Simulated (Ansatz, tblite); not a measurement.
# n-GeSiSiH8 (Si2GeH8): one state, many levels

How do method and basis change the picture of n-GeSiSiH8 (Si2GeH8) (singlet)?

Program: Ansatz 0.2.0, Gaussian basis. Level of theory: as each input shows. These are calculated values, not measurements.

The runs, in order: GFN1-xTB, GFN2-xTB, PBE-D4/def2-TZVP, r2SCAN-D4/def2-TZVP, HF/def2-TZVP, ωB97X-V/def2-TZVP, CAM-B3LYP-D4/def2-TZVP, PBE-D4/def2-SVP, PBE0-D4/def2-SVP, HF/STO-3G, CCSD(T)/def2-TZVP, RPA/def2-TZVP.

2 further runs of the same task are left out: 2 set aside as unsound or not needed.

**1. The relaxed structure**

The singlet was relaxed beforehand with PBE-D4/def2-SVP.

11 atoms, charge 0, spin multiplicity 1.

Bond lengths: Ge1–Si2 2.395 Å, Ge1–H4 1.552 Å, Ge1–H5 1.552 Å, Ge1–H6 1.552 Å, Si2–Si3 2.352 Å, Si2–H7 1.508 Å, Si2–H8 1.508 Å, Si3–H9 1.506 Å, Si3–H10 1.506 Å, Si3–H11 1.506 Å. Angles: Si2–Ge1–H4 110.1°, Si2–Ge1–H5 110.2°, Si2–Ge1–H6 111.4°, H4–Ge1–H5 108.2°, H4–Ge1–H6 108.5°, H5–Ge1–H6 108.4°, Ge1–Si2–Si3 110.0°, Ge1–Si2–H7 109.5°, Ge1–Si2–H8 109.4°, Si3–Si2–H7 109.7°, Si3–Si2–H8 110.0°, H7–Si2–H8 108.1°, Si2–Si3–H9 111.5°, Si2–Si3–H10 109.5°, Si2–Si3–H11 109.8°, H9–Si3–H10 108.8°, H9–Si3–H11 108.8°, H10–Si3–H11 108.5°.

PBE0-D4/def2-TZVP was run before; its log isn't repeated, and its numbers join the tables.

**2. GFN1-xTB**

Tight binding, by tblite at 300 K electronic temperature and without a spin-polarisation term:

```python
tblite.interface.Calculator('GFN1-xTB', numbers, positions, charge=0, uhf=0).singlepoint()
```

Energy -262.8131 eV, HOMO -11.41 eV, LUMO -7.68 eV; 0.01 s.

**3. GFN2-xTB**

Tight binding, by tblite at 300 K electronic temperature and without a spin-polarisation term:

```python
tblite.interface.Calculator('GFN2-xTB', numbers, positions, charge=0, uhf=0).singlepoint()
```

Energy -256.7355 eV, HOMO -9.81 eV, LUMO -5.73 eV; 0.006 s.

**4. PBE-D4/def2-TZVP**

start.molden holds the orbitals of an earlier run on this state, given as this run's starting guess.

in.yaml reads:

```yaml
crystal:
  periodic: [false, false, false]
  atoms:
    - {symbol: Ge, position_ang: [1.850267, -0.651958, 0.251431]}
    - {symbol: Si, position_ang: [0.031159, 0.359893, -0.933169]}
    - {symbol: Si, position_ang: [-1.891122, 0.396305, 0.421168]}
    - {symbol: H, position_ang: [1.526391, -2.138487, 0.558354]}
    - {symbol: H, position_ang: [2.085082, 0.080373, 1.599621]}
    - {symbol: H, position_ang: [3.164035, -0.595301, -0.573033]}
    - {symbol: H, position_ang: [0.405363, 1.767328, -1.322964]}
    - {symbol: H, position_ang: [-0.240357, -0.419803, -2.194549]}
    - {symbol: H, position_ang: [-3.069606, 0.981560, -0.310997]}
    - {symbol: H, position_ang: [-1.624564, 1.224238, 1.650538]}
    - {symbol: H, position_ang: [-2.236647, -1.004139, 0.853589]}
basis:
  gaussian: {orbitals: def2-TZVP, initial_orbitals: start.molden}
hamiltonian: {xc: pbe, dispersion: d4}
scf: {omitted_lower_state_checks: [starts]}
output: {forces: true, orbitals: {seedname: orbitals}}
```

Launch:

```sh
ansatz run in.yaml --threads 2 --pin off --events-out ev --progress --plain --max-ram 4352MiB
```

Standard output, shortened:

```text
Functional definition: PBE
  name "PBE"
  cite "Perdew, Burke & Ernzerhof, Phys. Rev. Lett. 77, 3865 (1996) doi:10.1103/PhysRevLett.77.3865"
  parent pbe
[...]
1214 factors; their error is unknown
[...]
mean field -72386.82223273 eV, -2660.1666515025 hartree, gradient 1.6e-5 eV, S^2 0.000000; 0 other end points of the search recorded, 0 dependent functions left out
[...]
reference -72386.82228369 eV, -2660.1666533752 hartree; 34, 34 occupied and 136, 136 virtual orbitals, 1214 factors
Total energy: -72387.05945066 eV, -2660.1753691008 hartree
Atom 0 at     1.850267    -0.651958     0.251431 Å, force     0.004792    -0.000884    -0.001993 eV/Å
Atom 1 at     0.031159     0.359893    -0.933169 Å, force    -0.025085     0.037831    -0.074498 eV/Å
Atom 2 at    -1.891122     0.396305     0.421168 Å, force    -0.050482     0.001194     0.039171 eV/Å
Atom 3 at     1.526391    -2.138487     0.558354 Å, force     0.016249     0.062007    -0.010433 eV/Å
Atom 4 at     2.085082     0.080373     1.599621 Å, force    -0.004321    -0.030444    -0.056241 eV/Å
Atom 5 at     3.164035    -0.595301    -0.573033 Å, force    -0.049170    -0.007287     0.037851 eV/Å
Atom 6 at     0.405363     1.767328    -1.322964 Å, force    -0.032981    -0.137978     0.034080 eV/Å
Atom 7 at    -0.240357    -0.419803    -2.194549 Å, force     0.030752     0.077547     0.120223 eV/Å
Atom 8 at    -3.069606     0.981560    -0.310997 Å, force     0.112811    -0.058689     0.079498 eV/Å
Atom 9 at    -1.624564     1.224238     1.650538 Å, force    -0.032763    -0.086655    -0.124030 eV/Å
Atom 10 at    -2.236647    -1.004139     0.853589 Å, force     0.030199     0.143359    -0.043628 eV/Å
Dipole moment:    -0.008566     0.010813    -0.022372 e Å
Checks for a lower state left out: starts
```

Run time: 2.7 s. Hardware: 2 threads of Intel Xeon Platinum 8488C, shared host.

HOMO -6.93 eV, LUMO -1.06 eV.

**5. r2SCAN-D4/def2-TZVP**

Changes to in.yaml since step 4:

```diff
@@ -16,4 +16,4 @@
   gaussian: {orbitals: def2-TZVP, initial_orbitals: start.molden}
-hamiltonian: {xc: pbe, dispersion: d4}
+hamiltonian: {xc: r2scan, dispersion: d4}
 scf: {omitted_lower_state_checks: [starts]}
-output: {forces: true, orbitals: {seedname: orbitals}}
+output: {orbitals: {seedname: orbitals}}
```

The command is unchanged.

Standard output:

```text
Functional definition: r2SCAN
  name "r2SCAN"
  cite "Furness, Kaplan, Ning, Perdew & Sun, J. Phys. Chem. Lett. 11, 8208 (2020) doi:10.1021/acs.jpclett.0c02405"
  cite "Furness, Kaplan, Ning, Perdew & Sun, J. Phys. Chem. Lett. 11, 9248 (2020) doi:10.1021/acs.jpclett.0c03077"
  parent r2scan
  parameter k0 = 0.174
  parameter k1 = 0.065
  parameter a1 = 4.9479
  exchange = r2scan_x(k0 = k0, k1 = k1, a1 = a1)
  correlation = r2scan_c
these checks for a lower state are left out or cut short: starts
1214 factors; their error is unknown
mean field evaluation 1: about -72402.2382 eV, gradient 8.2e0 eV
mean field evaluation 2: about -72402.2815 eV, gradient 6.4e-2 eV
mean field evaluation 4: about -72402.2584 eV, gradient 3.2e-5 eV
mean field -72402.25838368 eV, -2660.7339195867 hartree, gradient 7.5e-5 eV, S^2 0.000000; 0 other end points of the search recorded, 0 dependent functions left out
reference -72402.25839916 eV, -2660.7339201558 hartree; 34, 34 occupied and 136, 136 virtual orbitals, 1214 factors
Total energy: -72402.31617040 eV, -2660.7360432097 hartree
Checks for a lower state left out: starts
```

Run time: 3.6 s. Hardware: 2 threads of Intel Xeon Platinum 8488C, shared host.

Report: HOMO -7.19 eV, LUMO -0.83 eV.

**6. HF/def2-TZVP**

Changes to in.yaml since step 5:

```diff
@@ -16,3 +16,3 @@
   gaussian: {orbitals: def2-TZVP, initial_orbitals: start.molden}
-hamiltonian: {xc: r2scan, dispersion: d4}
+hamiltonian: {xc: hf}
 scf: {omitted_lower_state_checks: [starts]}
```

Same command.

Standard output:

```text
Functional definition: HF
  name "HF"
  cite "Fock, Z. Phys. 61, 126 (1930) doi:10.1007/BF01340294"
  parent pbe
  exchange = exact_x
  correlation = 0
these checks for a lower state are left out or cut short: starts
1433 factors; their error is unknown
mean field evaluation 1: about -72322.7358 eV, gradient 3.4e1 eV
mean field evaluation 2: about -72323.6517 eV, gradient 1.2e0 eV
mean field evaluation 4: about -72325.0868 eV, gradient 5.8e-1 eV
mean field -72325.08697963 eV, -2657.8979227966 hartree, gradient 1.7e-5 eV, S^2 0.000000; 0 other end points of the search recorded, 0 dependent functions left out
reference -72325.08697963 eV, -2657.8979227966 hartree; 34, 34 occupied and 136, 136 virtual orbitals, 1433 factors
Total energy: -72325.08697963 eV, -2657.8979227966 hartree
Checks for a lower state left out: starts
```

It took 2.2 s on 2 threads of Intel Xeon Platinum 8488C, shared host.

HOMO -10.39 eV, LUMO 2.89 eV.

**7. ωB97X-V/def2-TZVP**

Changes to in.yaml since step 6:

```diff
@@ -16,3 +16,3 @@
   gaussian: {orbitals: def2-TZVP, initial_orbitals: start.molden}
-hamiltonian: {xc: hf}
+hamiltonian: {xc: {name: wB97X-V}}
 scf: {omitted_lower_state_checks: [starts]}
```

Same command.

Standard output, shortened:

```text
Functional definition: wB97X-V
  name "wB97X-V"
  cite "Mardirossian & Head-Gordon, Phys. Chem. Chem. Phys. 16, 9904 (2014) doi:10.1039/C3CP54374A"
  cite "Becke, J. Chem. Phys. 107, 8554 (1997) doi:10.1063/1.475007"
  cite "Vydrov & Van Voorhis, J. Chem. Phys. 133, 244103 (2010) doi:10.1063/1.3521275"
[...]
      + integral(e_c_pw_opposite_spin*poly(b97_u_opposite, cos0, cos1)) + vv10(b, c)
[...]
1245 factors; their error is unknown
336 factors; integrals over basis functions are off by at most 1.3e-5 eV
[...]
mean field -72396.48403146 eV, -2660.5217160568 hartree, gradient 7.0e-5 eV, S^2 0.000000; 0 other end points of the search recorded, 0 dependent functions left out
reference -72396.48402889 eV, -2660.5217159623 hartree; 34, 34 occupied and 136, 136 virtual orbitals, 1245 factors
Total energy: -72396.48402889 eV, -2660.5217159623 hartree
Checks for a lower state left out: starts
```

It took 8 s on 2 threads of Intel Xeon Platinum 8488C, shared host.

HOMO -10.17 eV, LUMO 1.74 eV.

**8. CAM-B3LYP-D4/def2-TZVP**

Changes to in.yaml since step 7:

```diff
@@ -16,3 +16,3 @@
   gaussian: {orbitals: def2-TZVP, initial_orbitals: start.molden}
-hamiltonian: {xc: {name: wB97X-V}}
+hamiltonian: {xc: {name: CAM-B3LYP}, dispersion: d4}
 scf: {omitted_lower_state_checks: [starts]}
```

Launched as before.

Standard output, shortened:

```text
Functional definition: CAM-B3LYP
  name "CAM-B3LYP"
  cite "Yanai, Tew & Handy, Chem. Phys. Lett. 393, 51 (2004) doi:10.1016/j.cplett.2004.06.011"
  cite "Iikura, Tsuneda, Yanai & Hirao, J. Chem. Phys. 115, 3540 (2001) doi:10.1063/1.1383587"
  cite "Becke, Phys. Rev. A 38, 3098 (1988) doi:10.1103/PhysRevA.38.3098"
  cite "Lee, Yang & Parr, Phys. Rev. B 37, 785 (1988) doi:10.1103/PhysRevB.37.785"
  cite "Vosko, Wilk & Nusair, Can. J. Phys. 58, 1200 (1980) doi:10.1139/p80-159"
[...]
  # Exact exchange under (alpha + beta erf(omega r))/r, Becke's under what is left of 1/r.
[...]
1263 factors; their error is unknown
375 factors; integrals over basis functions are off by at most 2.0e-5 eV
[...]
mean field -72407.49197591 eV, -2660.9262505537 hartree, gradient 7.2e-5 eV, S^2 0.000000; 0 other end points of the search recorded, 0 dependent functions left out
reference -72407.49213141 eV, -2660.9262562683 hartree; 34, 34 occupied and 136, 136 virtual orbitals, 1263 factors
Total energy: -72407.70429433 eV, -2660.9340531118 hartree
Checks for a lower state left out: starts
```

Run time: 4 s. Hardware: 2 threads of Intel Xeon Platinum 8488C, shared host.

Report: HOMO -9.19 eV, LUMO 0.78 eV.

**9. PBE-D4/def2-SVP**

Changes to in.yaml since step 8:

```diff
@@ -15,4 +15,4 @@
 basis:
-  gaussian: {orbitals: def2-TZVP, initial_orbitals: start.molden}
-hamiltonian: {xc: {name: CAM-B3LYP}, dispersion: d4}
+  gaussian: {orbitals: def2-SVP, initial_orbitals: start.molden}
+hamiltonian: {xc: pbe, dispersion: d4}
 scf: {omitted_lower_state_checks: [starts]}
```

Launched as before.

Standard output:

```text
Functional definition: PBE
  name "PBE"
  cite "Perdew, Burke & Ernzerhof, Phys. Rev. Lett. 77, 3865 (1996) doi:10.1103/PhysRevLett.77.3865"
  parent pbe
  parameter kappa = 0.804
  parameter beta = 0.06672455060314922
  exchange = pbe_x(kappa = kappa, mu = beta*pi^2/3)
  correlation = pbe_c(beta = beta)
these checks for a lower state are left out or cut short: starts
1207 factors; their error is unknown
mean field evaluation 1: about -72374.0466 eV, gradient 7.8e0 eV
mean field evaluation 2: about -72374.1860 eV, gradient 1.3e-1 eV
mean field evaluation 4: about -72374.0866 eV, gradient 1.6e-4 eV
mean field -72374.08658366 eV, -2659.6986250316 hartree, gradient 1.5e-5 eV, S^2 0.000000; 0 other end points of the search recorded, 0 dependent functions left out
reference -72374.08662565 eV, -2659.6986265747 hartree; 34, 34 occupied and 74, 74 virtual orbitals, 1207 factors
Total energy: -72374.32379262 eV, -2659.7073423002 hartree
Checks for a lower state left out: starts
```

Wall time 1.2 s (2 threads of Intel Xeon Platinum 8488C, shared host).

From the report: HOMO -6.94 eV, LUMO -0.85 eV.

**10. PBE0-D4/def2-SVP**

Changes to in.yaml since step 9:

```diff
@@ -16,3 +16,3 @@
   gaussian: {orbitals: def2-SVP, initial_orbitals: start.molden}
-hamiltonian: {xc: pbe, dispersion: d4}
+hamiltonian: {xc: pbe0, dispersion: d4}
 scf: {omitted_lower_state_checks: [starts]}
```

Launched as before.

Standard output:

```text
Functional definition: PBE0
  name "PBE0"
  cite "Adamo & Barone, J. Chem. Phys. 110, 6158 (1999) doi:10.1063/1.478522"
  cite "Perdew, Burke & Ernzerhof, Phys. Rev. Lett. 77, 3865 (1996) doi:10.1103/PhysRevLett.77.3865"
  parent pbe
  parameter a = 0.25
  parameter kappa = 0.804
  parameter beta = 0.06672455060314922
  exchange = (1 - a)*pbe_x(kappa = kappa, mu = beta*pi^2/3) + a*exact_x
  correlation = pbe_c(beta = beta)
these checks for a lower state are left out or cut short: starts
1064 factors; integrals over basis functions are off by at most 1.4e-3 eV
mean field evaluation 1: about -72377.4313 eV, gradient 3.4e0 eV
mean field evaluation 2: about -72377.4660 eV, gradient 2.9e-2 eV
mean field evaluation 4: about -72377.5032 eV, gradient 2.2e-4 eV
mean field -72377.50320568 eV, -2659.8241835752 hartree, gradient 1.3e-5 eV, S^2 0.000000; 0 other end points of the search recorded, 0 dependent functions left out
reference -72377.50323739 eV, -2659.8241847405 hartree; 34, 34 occupied and 74, 74 virtual orbitals, 1064 factors
Total energy: -72377.70739263 eV, -2659.8316873070 hartree
Checks for a lower state left out: starts
```

It took 1.9 s on 2 threads of Intel Xeon Platinum 8488C, shared host.

Report: HOMO -8.03 eV, LUMO -0.06 eV.

**11. HF/STO-3G**

Changes to in.yaml since step 10:

```diff
@@ -15,4 +15,4 @@
 basis:
-  gaussian: {orbitals: def2-SVP, initial_orbitals: start.molden}
-hamiltonian: {xc: pbe0, dispersion: d4}
+  gaussian: {orbitals: STO-3G}
+hamiltonian: {xc: hf}
 scf: {omitted_lower_state_checks: [starts]}
```

Same command.

Standard output:

```text
Functional definition: HF
  name "HF"
  cite "Fock, Z. Phys. 61, 126 (1930) doi:10.1007/BF01340294"
  parent pbe
  exchange = exact_x
  correlation = 0
these checks for a lower state are left out or cut short: starts
475 factors; integrals over basis functions are off by at most 3.7e-5 eV
mean field evaluation 1: about -71500.9650 eV, gradient 1.1e1 eV
mean field evaluation 2: about -71500.9839 eV, gradient 1.1e1 eV
mean field evaluation 4: about -71501.6484 eV, gradient 6.2e-1 eV
mean field evaluation 8: about -71501.6507 eV, gradient 2.3e-5 eV
mean field -71501.65065985 eV, -2627.6371961899 hartree, gradient 2.4e-5 eV, S^2 0.000000; 0 other end points of the search recorded, 0 dependent functions left out
reference -71501.65065985 eV, -2627.6371961899 hartree; 34, 34 occupied and 10, 10 virtual orbitals, 475 factors
Total energy: -71501.65065985 eV, -2627.6371961899 hartree
Checks for a lower state left out: starts
```

It took 0.3 s on 2 threads of Intel Xeon Platinum 8488C, shared host.

Report: HOMO -8.02 eV, LUMO 9.90 eV.

**12. CCSD(T)/def2-TZVP**

Changes to in.yaml since step 11:

```diff
@@ -15,4 +15,4 @@
 basis:
-  gaussian: {orbitals: STO-3G}
-hamiltonian: {xc: hf}
+  gaussian: {orbitals: def2-TZVP, initial_orbitals: start.molden}
+correlation: {method: ccsd_t}
 scf: {omitted_lower_state_checks: [starts]}
```

Same command.

Standard output, shortened:

```text
Functional definition: HF
  name "HF"
  cite "Fock, Z. Phys. 61, 126 (1930) doi:10.1007/BF01340294"
  parent pbe
[...]
1164 factors; integrals over basis functions are off by at most 9.8e-4 eV
[...]
mean field -72325.08791577 eV, -2657.8979571991 hartree, gradient 3.7e-6 eV, S^2 0.000000; 0 other end points of the search recorded, 0 dependent functions left out
19 core orbitals not correlated: weight in the atoms' cores, before any rotation towards them, 1.000 or more for the frozen orbitals, at most 0.000 for the correlated occupied ones
reference -72325.08791577 eV, -2657.8979571991 hartree; 15, 15 occupied and 136, 136 virtual orbitals, 1164 factors
second order -13.53663443 eV of doubles, -0.00000000 eV of singles
cycle   1  -14.57729151 eV  change    -1.0e0 eV  update   1.1e-1
[...]
cycle   8  -15.25698518 eV  change   -2.3e-5 eV  update   2.3e-5
perturbative correction -0.51510495 eV, -0.0189297578 hartree
Total energy: -72340.86000589 eV, -2658.4775708205 hartree
Checks for a lower state left out: starts
```

It took 33 s on 2 threads of Intel Xeon Platinum 8488C, shared host; peak memory 1.4 GiB.

From the report: Hartree-Fock HOMO -10.39 eV, LUMO 2.89 eV; T1 0.013.

**13. RPA/def2-TZVP**

Changes to in.yaml since step 12:

```diff
@@ -16,4 +16,4 @@
   gaussian: {orbitals: def2-TZVP, initial_orbitals: start.molden}
-correlation: {method: ccsd_t}
+hamiltonian: {xc: pbe}
+correlation: {method: rpa}
 scf: {omitted_lower_state_checks: [starts]}
-output: {orbitals: {seedname: orbitals}}
```

Same command.

Standard output, shortened:

```text
Functional definition: PBE
  name "PBE"
  cite "Perdew, Burke & Ernzerhof, Phys. Rev. Lett. 77, 3865 (1996) doi:10.1103/PhysRevLett.77.3865"
  parent pbe
[...]
1164 factors; integrals over basis functions are off by at most 9.8e-4 eV
[...]
mean field -72386.82220823 eV, -2660.1666506022 hartree, gradient 2.1e-6 eV, S^2 0.000000; 0 other end points of the search recorded, 0 dependent functions left out
19 core orbitals not correlated: weight in the atoms' cores, before any rotation towards them, 1.000 or more for the frozen orbitals, at most 0.000 for the correlated occupied ones
reference -72323.37520886 eV, -2657.8350163810 hartree; 15, 15 occupied and 136, 136 virtual orbitals, 1164 factors
Total energy: -72348.54644492 eV, -2658.7600422448 hartree
Checks for a lower state left out: starts
```

It took 4.1 s on 2 threads of Intel Xeon Platinum 8488C, shared host.

**14. Comparison**

```tsv
level	functions	HOMO (eV)	LUMO (eV)	gap (eV)	time
HF/STO-3G	44	-8.02	9.90	17.93	0.3 s
HF/def2-TZVP	170	-10.39	2.89	13.28	2.2 s
PBE-D4/def2-SVP	108	-6.94	-0.85	6.09	1.2 s
PBE-D4/def2-TZVP	170	-6.93	-1.06	5.87	2.7 s
r2SCAN-D4/def2-TZVP	170	-7.19	-0.83	6.36	3.6 s
PBE0-D4/def2-SVP	108	-8.03	-0.06	7.96	1.9 s
PBE0-D4/def2-TZVP	170	-7.98	-0.25	7.72	3.6 s
CAM-B3LYP-D4/def2-TZVP	170	-9.19	0.78	9.97	4 s
ωB97X-V/def2-TZVP	170	-10.17	1.74	11.91	8 s
```

The pieces so far (eV):

```tsv
basis	HF	MP2 correlation	CCSD correlation	(T)	total
def2-TZVP	-72325.0879	-13.5366	-15.2570	-0.5151	-72340.8600
```

**15. Binding energy**

Free atoms were run apart at each level; binding is atoms less cluster, divided by the number of atoms, without zero-point or spin-orbit terms.

Differences are taken before rounding.

```tsv
method	binding an atom (eV)	from CCSD(T)/def2-TZVP (eV)	time
HF/STO-3G	3.305	+0.560	0.3 s
HF/def2-TZVP	2.169	-0.575	2.2 s
PBE-D4/def2-SVP	2.793	+0.048	1.2 s
PBE-D4/def2-TZVP	2.798	+0.053	2.7 s
r2SCAN-D4/def2-TZVP	2.847	+0.102	3.6 s
PBE0-D4/def2-SVP	2.796	+0.052	1.9 s
PBE0-D4/def2-TZVP	2.804	+0.060	3.6 s
CAM-B3LYP-D4/def2-TZVP	2.849	+0.105	4 s
ωB97X-V/def2-TZVP	2.880	+0.136	8 s
MP2/def2-TZVP	2.678	-0.067	
CCSD/def2-TZVP	2.725	-0.019	
CCSD(T)/def2-TZVP	2.744	0	33 s
```

Among the levels timed on like hardware and quicker than the yardstick, those that no quicker one beats, quickest first: HF/STO-3G (0.3 s, +0.560 eV); PBE-D4/def2-SVP (1.2 s, +0.048 eV).

**16. Summary of results**

| quantity | value |
| --- | --- |
| gap in def2-TZVP, named functionals and Hartree-Fock, smallest and largest | 5.87 eV (PBE-D4), 13.28 eV (HF) |
| correlation energy, CCSD(T)/def2-TZVP | -15.77 eV |
| binding an atom, CCSD(T)/def2-TZVP | 2.744 eV |
| PBE0 total energy, smallest basis above largest | 12.63 eV (def2-SVP, def2-TZVP) |

Over the named functionals and Hartree-Fock in def2-TZVP the gap runs from 5.87 eV (PBE-D4) to 13.28 eV (HF); exact exchange widens it. A small miss in a minimal or small basis is a cancelling of errors, not accuracy. The functionals in def2-TZVP miss CCSD(T)/def2-TZVP by +0.053 (PBE-D4) to +0.136 eV (ωB97X-V) an atom. The reference is CCSD(T) in one finite basis, so it carries an error of its own, often a tenth of an eV or more, and near misses can't be ranked.

For cost: PBE-D4/def2-SVP gets within 0.048 eV in 1.2 s, where CCSD(T)/def2-TZVP took 33 s; the quickest level in the cost chart, HF/STO-3G, takes 0.3 s and misses by 0.560 eV. The slowest run with a step of its own, CCSD(T)/def2-TZVP, took 33 s; the quickest functional in def2-TZVP took 2.7 s (shared host).
